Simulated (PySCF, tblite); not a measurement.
**H7NSSi3, a small gas-phase stand-in for a defect centre: NMR shifts, core binding energies and electronic excitations**

Wanted: the NMR shifts, core binding energies and electronic excitations for `[SiH3]N[Si]S[SiH3]`. It is drawn as: twofold Si.

Computed with tblite 0.8.0 and PySCF 2.14.0; each step states its level. No surroundings beyond the atoms listed, unless a continuum is named. Atoms count from 0, parts from 1.

### Step 1. Starting point

12 atoms, charge 0, multiplicity 1; geometry: distance geometry start.

### Step 2. Geometry optimisation with GFN2-xTB

Job settings and geometry (Å):

```
{"job": {"kind": "relax", "xc": "GFN2-xTB", "basis": "xTB"}, "charge": 0, "multiplicity": 1}
Si    -0.044132     0.313882     0.570959
N     -1.393553     0.955478    -0.256920
Si    -2.742265    -0.079160     0.013804
S      1.408242     0.198830    -0.990890
Si     3.059426    -0.270697     0.301097
H     -1.180328     0.980252    -1.238404
H     -3.862031     0.524447    -0.755792
H     -3.041824    -0.112231     1.438641
H     -2.459879    -1.399053    -0.542178
H      2.747102    -1.534297     1.024663
H      4.292757    -0.441410    -0.514584
H      3.227534     0.821119     1.271334
```

With the program's defaults for keys left out, this is: GFN2-xTB geometry optimisation, gas phase.

Launch:

```sh
OMP_NUM_THREADS=1 python cluster_run.py task.json out
```

One launch serves the whole session: the jobs run in the order shown.

**Question.** The jobs that follow are: PBE0-D3(BJ)/def2-SVP geometry optimisation, gas phase; GIAO PBE0/pcSseg-2 NMR shielding, non-relativistic, gas phase; delta-SCF UKS SCAN, pcX-2 on the ionised atom, pcseg-1 elsewhere, spin-free X2C; TDDFT CAM-B3LYP/def2-SVPD, vertical, gas phase, core orbitals frozen in the response. Predict: point group; rotational constants (main isotopes); ¹H shifts against TMS (PBE0/pcSseg-2); ²⁹Si shifts against TMS (PBE0/pcSseg-2); ¹⁵N shifts against NH3 (PBE0/pcSseg-2); ³³S shifts against CS2 (PBE0/pcSseg-2); Si2p binding energies, SCAN/pcX-2; N1s binding energies, SCAN/pcX-2; S2p binding energies, SCAN/pcX-2; lowest singlet (CAM-B3LYP/def2-SVPD); brightest single state of those computed; lowest triplet; vertical ionisation energy (ΔSCF); vertical electron affinity (ΔSCF).

The runs gave:

```
                                quantity                                         value
                             point group                                            C1
    rotational constants (main isotopes)                          8.75, 0.68, 0.64 GHz
   ¹H shifts against TMS (PBE0/pcSseg-2)  5.23, 4.96, 4.95, 4.90, 4.85, 4.85, 4.74 ppm
 ²⁹Si shifts against TMS (PBE0/pcSseg-2)                       256.1, -52.9, -56.9 ppm
  ¹⁵N shifts against NH3 (PBE0/pcSseg-2)                                     145.9 ppm
  ³³S shifts against CS2 (PBE0/pcSseg-2)                                        12 ppm
       Si2p binding energies, SCAN/pcX-2         Si2 107.47, Si4 107.37, Si0 107.20 eV
        N1s binding energies, SCAN/pcX-2                                  N1 404.39 eV
        S2p binding energies, SCAN/pcX-2                                  S3 168.71 eV
    lowest singlet (CAM-B3LYP/def2-SVPD)                   4.12 eV (301 nm), f = 0.027
brightest single state of those computed                   state 3, 6.03 eV, f = 0.266
                          lowest triplet                                       2.70 eV
       vertical ionisation energy (ΔSCF)                                       8.81 eV
       vertical electron affinity (ΔSCF)                                       0.10 eV
```

The start of the PBE0/def2-SVP relaxation was shaken at random by about 0.01 Å, so part of the energy gained, and of the first lengths quoted, undoes that. Over 8 steps the energy fell by 0.201 eV; of the close pairs, S3–Si4 changed most, 2.097 to 2.153 Å (PBE0/def2-SVP). No frequency check was run at this level, so the end point may be a saddle. Hydrogens of an XH3 group are listed apart at this fixed geometry; free rotation makes them one line at their mean. At PBE0/pcSseg-2: Shielding is most anisotropic at S3 (span 785 ppm, paramagnetic term -570 ppm). At SCAN/pcX-2: The Si2p levels kept as sound span 0.26 eV, from Si0 (silicon bonded to N, S) up to Si2 (silicon bonded to N, 3 H). The lowest singlet, at 4.12 eV, is HOMO→LUMO 0.98 and is weak; of the 6 states computed, the strongest absorption comes from state 3 at 6.03 eV (the last state computed absorbs too, and its partners may lie past the list). The lowest triplet lies 1.42 eV below the lowest singlet (triplets in Tamm-Dancoff, singlets in full TDDFT). ΔSCF puts the ionisation energy at 8.81 eV, 0.70 eV above −ε(HOMO). A capped cluster stands for the solid here, so long-range fields and strain are missing, and bands or shifts of the capping hydrogens have no counterpart in it.
